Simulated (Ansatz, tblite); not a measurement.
# Si10H18 bond disc (Si₈Sn₂H₁₈): rung by rung

The task here is to estimate one member of a computed series from the others.

Method: as each input shows; program: Ansatz 0.2.0, Gaussian basis.

Levels to be run: GFN1-xTB, GFN2-xTB, PBE-D4/def2-TZVP, r2SCAN-D4/def2-TZVP, PBE-D4/def2-SVP, PBE0-D4/def2-SVP, MP2/def2-SVP.

6 further runs of the same task are left out: 3 that didn't finish, 3 set aside as unsound or not needed. Runs told in other sessions of the task aren't counted.

**The geometry**

The geometry is that of the singlet, from an earlier relaxation (PBE0-D4/def2-SVP).

28 atoms, charge 0, spin multiplicity 1.

Bond lengths: Sn1–Si6 2.575 Å, Sn1–Sn8 2.781 Å, Sn1–H11 1.718 Å, Sn1–H12 1.718 Å, Si2–Si7 2.345 Å, Si2–Sn8 2.572 Å, Si2–H13 1.498 Å, Si2–H14 1.497 Å, Si3–Si6 2.345 Å, Si3–Si10 2.346 Å, Si3–H15 1.498 Å, Si3–H16 1.498 Å, Si4–Si9 2.346 Å, Si4–Si10 2.347 Å, Si4–H17 1.498 Å, Si4–H18 1.498 Å, Si5–Si6 2.346 Å, Si5–Si7 2.349 Å and more. Angles: Si6–Sn1–Sn8 109.3°, Si6–Sn1–H11 110.3°, Si6–Sn1–H12 107.9°, Sn8–Sn1–H11 112.0°, Sn8–Sn1–H12 109.4°, H11–Sn1–H12 107.8°, Si7–Si2–Sn8 108.8°, Si7–Si2–H13 111.0°, Si7–Si2–H14 108.7°, Sn8–Si2–H13 111.0°, Sn8–Si2–H14 109.0°, H13–Si2–H14 108.3°, Si6–Si3–Si10 110.1°, Si6–Si3–H15 110.1°, Si6–Si3–H16 107.8°, Si10–Si3–H15 111.4°, Si10–Si3–H16 109.0°, H15–Si3–H16 108.3° and more.

Sn takes a core potential in the def2 sets. No spin-orbit coupling is included.

PBE0-D4/def2-TZVP was run before; its log isn't repeated, and its numbers join the tables.

Set-up of the first run:

Tight binding, by tblite at 300 K electronic temperature and without a spin-polarisation term:

```python
tblite.interface.Calculator('GFN1-xTB', numbers, positions, charge=0, uhf=0).singlepoint()
```

Tight binding, by tblite at 300 K electronic temperature and without a spin-polarisation term:

```python
tblite.interface.Calculator('GFN2-xTB', numbers, positions, charge=0, uhf=0).singlepoint()
```

start.molden holds the orbitals of an earlier run on this state, given as this run's starting guess.

Input file in.yaml:

```yaml
crystal:
  periodic: [false, false, false]
  atoms:
    - {symbol: Sn, position_ang: [-2.184411, 0.541861, 2.238725]}
    - {symbol: Si, position_ang: [-1.918591, 3.524624, -0.872909]}
    - {symbol: Si, position_ang: [0.791628, -2.169618, 1.978888]}
    - {symbol: Si, position_ang: [3.510359, -1.933313, -0.650768]}
    - {symbol: Si, position_ang: [0.625170, 0.614664, -0.664052]}
    - {symbol: Si, position_ang: [-0.636494, -0.821474, 0.696654]}
    - {symbol: Si, position_ang: [-0.780629, 1.861803, -2.073247]}
    - {symbol: Sn, position_ang: [-3.594467, 2.396342, 0.719545]}
    - {symbol: Si, position_ang: [2.081165, -0.652013, -2.000019]}
    - {symbol: Si, position_ang: [2.185744, -3.432204, 0.575969]}
    - {symbol: H, position_ang: [-3.231212, -0.505308, 3.109263]}
    - {symbol: H, position_ang: [-1.200029, 1.367748, 3.378732]}
    - {symbol: H, position_ang: [-2.613158, 4.475425, -1.798618]}
    - {symbol: H, position_ang: [-0.924334, 4.298567, -0.063820]}
    - {symbol: H, position_ang: [-0.010470, -3.050253, 2.887151]}
    - {symbol: H, position_ang: [1.637761, -1.267853, 2.824390]}
    - {symbol: H, position_ang: [4.526797, -2.658571, -1.477592]}
    - {symbol: H, position_ang: [4.228900, -1.026361, 0.300063]}
    - {symbol: H, position_ang: [1.420020, 1.537245, 0.211021]}
    - {symbol: H, position_ang: [-1.467047, -1.687490, -0.203196]}
    - {symbol: H, position_ang: [-1.771260, 0.920047, -2.686472]}
    - {symbol: H, position_ang: [0.030782, 2.467531, -3.177860]}
    - {symbol: H, position_ang: [-4.788642, 1.579420, -0.205232]}
    - {symbol: H, position_ang: [-4.388784, 3.550911, 1.712545]}
    - {symbol: H, position_ang: [1.247973, -1.573228, -2.837816]}
    - {symbol: H, position_ang: [2.854252, 0.247355, -2.915133]}
    - {symbol: H, position_ang: [1.337437, -4.222710, -0.372023]}
    - {symbol: H, position_ang: [3.031551, -4.383146, 1.365801]}
basis:
  gaussian: {orbitals: def2-TZVP, initial_orbitals: start.molden}
hamiltonian: {xc: pbe, dispersion: d4}
scf: {omitted_lower_state_checks: [starts]}
output: {orbitals: {seedname: orbitals}}
```

Run with:

```bash
$ ansatz run in.yaml --threads 4 --pin off --events-out ev --progress --plain --max-ram 6963MiB
```

Steps of the session up to this table: PBE-D4/def2-TZVP; r2SCAN-D4/def2-TZVP; PBE-D4/def2-SVP; PBE0-D4/def2-SVP; MP2/def2-SVP.

One table of the session follows, with a row left open; its other results are not shown here.

It belongs to the step «Binding energy». 

```
              level  binding an atom (eV)
        HF/def2-SVP                     ?
    PBE-D4/def2-SVP                 2.942
   PBE-D4/def2-TZVP                 2.948
r2SCAN-D4/def2-TZVP                 2.979
   PBE0-D4/def2-SVP                 2.943
  PBE0-D4/def2-TZVP                 2.954
       MP2/def2-SVP                 2.721
```

Estimate the missing values for HF/def2-SVP.

The run gave: binding an atom (eV): 2.181. In the column «binding an atom (eV)» it is the lowest.

Limits of these values: Free atoms were run apart at each level; binding is atoms less cluster, divided by the number of atoms, without zero-point or spin-orbit terms.
